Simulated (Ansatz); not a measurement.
# One input on several machines: r2SCAN, YbCuPb (P6_3/mmc), atoms displaced at random by about 0.04 Å along each cell vector

All times were clocked for whole runs of Ansatz 0.2.0, start-up included, one run at a time with no other job on the machine: an Arm Neoverse N1 node (56 of its 64 cores, memory capped at 64 GiB); a node with four NVIDIA GB300 Max-Q cards and 144 Grace (Neoverse V2) cores; a node with four NVIDIA GB200 cards and 144 Grace (Neoverse V2) cores; a node with eight NVIDIA H100 80GB cards and 96 AMD EPYC 7R13 cores; an Intel Xeon 6975P-C node (Granite Rapids, 96 cores, 192 hardware threads, 360 GiB). Times and memory are rounded to two significant figures, and ratios are formed from the unrounded values. A row is a single run, so small differences between rows aren't established. System services beside the runs took up to 5 cores (rounded up). Runs with a thread on every core shared the cores with them. Precision is the program's default, which can work at lower precision in parts of a run. Card memory is the largest of readings taken every 0.4 s, so short peaks can be missed, and it isn't given for runs under about 3 s. It shows what a run took, which needn't be the least that it can run in: the program holds more work at once where threads and free memory allow.

Commands are shown without the flags for output files and display.

The PAW files were made with PBE. For this functional the program regenerates the frozen cores at set-up.

- atoms: 6
- valence electrons: 114
- cell volume: 138.3 Å³
- cutoff: 450 eV
- k mesh: 16×16×9
- k points solved: 1154
- symmetry operations used (translations within a supercell counted): 1
- plane waves at Γ: 2983
- dense FFT grid: 36×36×50
- bands at the start: 64
- spin: none
- first density: atoms corrected by the program's trained network

Input used:

```yaml
crystal:
  lattice:
    - [4.716195, 0.000000, 0.000000]
    - [-2.358097, 4.084344, 0.000000]
    - [0.000000, 0.000000, 7.178349]
  atoms:
    - { symbol: Yb, position: [0.000940, 0.007438, 0.496782] }
    - { symbol: Yb, position: [-0.012785, 0.000038, -0.008223] }
    - { symbol: Cu, position: [0.669339, 0.340818, 0.242384] }
    - { symbol: Cu, position: [0.325383, 0.666842, 0.760258] }
    - { symbol: Pb, position: [0.668468, 0.338514, 0.755615] }
    - { symbol: Pb, position: [0.335072, 0.654662, 0.255070] }
kpoints:
  mp_grid: { grid: [16, 16, 9] }
basis: { ecutwfc: 450 }
hamiltonian:
  xc: r2scan
scf:
  occupations: { method: gaussian, width: 0.1 }
```

The typed cutoff is below the 500 eV that the potentials recommend, and the program warns of it.

```
           machine share                                                                           command  wall time  SCF clock  outside it  CPU time  SCF iterations  threads  the cards share  host memory (GiB)  fullest card (GiB)
               1 × GB300                                  ansatz run input.yaml --backend cuda --devices 1       36 s       34 s       2.2 s    26 min              18       72                                 2.4                  39
                1 × H100                                  ansatz run input.yaml --backend cuda --devices 1       27 s       23 s       3.3 s    12 min              18       48                                 1.9                  26
               2 × GB200                                  ansatz run input.yaml --backend cuda --devices 2       13 s       10 s       2.7 s   5.8 min              18     2×72         k points                4.6                  21
               2 × GB300                                  ansatz run input.yaml --backend cuda --devices 2       20 s       17 s       2.9 s    13 min              18     2×72         k points                4.6                  21
 56 threads, Neoverse N1  taskset -c 8-63 ansatz run input.yaml --threads 56 --backend cpu --max-ram 64GiB      110 s      110 s       1.4 s   100 min              18       56                                 8.8                    
96 threads, Xeon 6975P-C                                               ansatz run input.yaml --backend cpu       20 s       19 s      0.73 s    28 min              18       96                                  11
```

The SCF clock is the program's own. It runs from the start of the first SCF loop to the final result and holds forces, stress, later SCFs and response steps. Outside it lie start-up, exit and the set-up ahead of the first loop, which depends on the cell and the method.

Threads written as a×b are a pools of b host workers, as the log lists them; the log's own count of threads can differ.

The machines don't compute alike at the default precision: the logs show emulated matrix products on GB200 and GB300, and some doubles held as pairs of floats on GB300.

The runs on cards also kept host threads busy (see the CPU time), so differences between cards can come from their hosts too.

Among these rows the slowest by wall time (56 threads, Neoverse N1) takes 9.1 times as long as the fastest (2 × GB200). Up to 21 % of a wall time lies outside the SCF clock (2 × GB200), so the wall times show the speed at the clocked work only in part. On the SCF clock alone the slowest (56 threads, Neoverse N1) takes 11 times as long as the fastest (2 × GB200).

The gap on the SCF clock between 2 × GB300 and 2 × GB200 (17 s against 10 s) lies mostly in the eigensolver (13 s against 6.7 s). Its cause wasn't traced.

Task: How long does the same input take on 96 threads, EPYC 7R13 (ansatz run input.yaml --backend cpu)?

Result: 37 s, in 18 SCF iterations, 1.8 times the time on 96 threads, Xeon 6975P-C; peak host memory 11 GiB.
